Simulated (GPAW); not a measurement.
Write an ASE script for GPAW 26.7.0 that does the following.

```
Task                : single point
Functional          : revPBE
Potentials or basis : the program's PAW data sets (release 1.2.1) made for this functional
Cutoff              : 450 eV
Basis               : pw
k mesh              : 8 × 8 × 1
Occupations         : fermi-dirac, width 0.05 eV
Spin                : no spin polarisation
Maxiter             : 150
Dipole layer        : yes
```

The structure of NbP lies in NbP.xyz:

```xyz
8
Lattice="3.3498465088 0.0000000000 0.0000000000 0.0000000000 3.3498465088 0.0000000000 0.0000000000 0.0000000000 24.5614931227" Properties=species:S:1:pos:R:3 pbc="T T T"
Nb     1.6749232544      1.6749232544      7.5000000000
P      0.0000000000      0.0000000000      8.4513307440
Nb     0.0000000000      1.6749232544     10.3700540879
P      1.6749232544      0.0000000000     11.3213849468
Nb     0.0000000000      0.0000000000     13.2401081759
P      1.6749232544      1.6749232544     14.1914389199
Nb     1.6749232544      0.0000000000     16.1101622638
P      0.0000000000      1.6749232544     17.0614931227
```

The cell isn't the ideal one: the (0 0 1) slab of NbP, cut from the database cell, not relaxed.

The input as run:

run.py

```python
import numpy as np
from ase.dft.bandgap import bandgap
from ase.io import read, write
from gpaw import GPAW, PW

atoms = read('NbP.xyz')
atoms.pbc = (True, True, False)

calc = GPAW(mode=PW(450),
            xc='revPBE',
            kpts={'size': (8, 8, 1), 'gamma': True},
            occupations={'name': 'fermi-dirac', 'width': 0.05},
            nbands=63,
            convergence={'density': 1e-05, 'energy': 1e-05},
            maxiter=150,
            poissonsolver={'dipolelayer': 'xy'},
            txt='gpaw.txt')
atoms.calc = calc
energy = atoms.get_potential_energy()
forces = atoms.get_forces()
calc.write('gs.gpw')
write('result.traj', atoms)
print(f'Energy: {energy:.6f} eV')
print('Forces (eV/A):')
print(forces.round(4))
print('Fermi level:', round(calc.get_fermi_level(), 4), 'eV')
print(f'Gap: {bandgap(calc)[0]:.4f} eV, direct: {bandgap(calc, direct=True)[0]:.4f} eV')

v = calc.get_electrostatic_potential().mean(axis=(0, 1))
z = np.arange(len(v)) * atoms.cell[2, 2] / len(v)
ef = calc.get_fermi_level()
np.savetxt('planar.dat', np.c_[z, v], fmt='%.4f')
below, above = np.interp([1.5, atoms.cell[2, 2] - 1.5], z, v) - ef
print(f'Work functions: bottom {below:.4f} eV, top {above:.4f} eV')
print('Dipole moment:', *calc.get_dipole_moment().round(5), 'e A')
```

Potentials or basis: the program's PAW data sets (release 1.2.1) made for this functional, pw.

The run is started by

```sh
$ OMP_NUM_THREADS=1 python run.py
```

Results of the run:

```
Largest force                   : 0.989 eV/Å
Band gap on the k mesh          : none (metal or under the smearing width)
Dipole across the slab          : -0.08 e·Å
Work function of the upper face : 5.24 eV
Work function of the lower face : 4.00 eV
```

Wall time 7.6 min on 1 thread of AMD EPYC 7R43 64-Core Processor (Zen 3), on a shared host, peak memory 0.39 GiB.
